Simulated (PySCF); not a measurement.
OGeBrH, in a box:

```
CELL_PARAMETERS angstrom
12.00000 0.00000 0.00000
0.00000 11.00000 0.00000
0.00000 0.00000 11.00000
ATOMIC_POSITIONS crystal
O 0.39386 0.55370 0.46430
Ge 0.41141 0.44480 0.58136
Br 0.60830 0.42408 0.57263
H 0.46143 0.57974 0.42482
```

Base run:

```yaml
Program: PySCF 2.14.0
Functional: TM
Potentials_or_basis: 6-31g* (all-electron)
k_mesh: 1 × 1 × 1
Occupations: fixed
Spin: no spin polarisation
```

Its results: gap between the frontier levels 3.71 eV.

Q: The run is repeated on the same cell with these changes: functional from TM to PW91. What comes out?

A: Gap between the frontier levels 3.59 eV.

TM gives the wider gap, since meta-GGAs in the generalised Kohn-Sham scheme recover part of the derivative discontinuity.

Caveats: this is a molecule in a periodic box at the Γ point, so its band gap is the HOMO-LUMO gap; relativity is left out, which matters for the heavier elements; the basis of atomic orbitals isn't converged, which shifts pressures, moduli and gaps.

A k mesh can miss the band edges.

Not every run made on this cell is shown here.
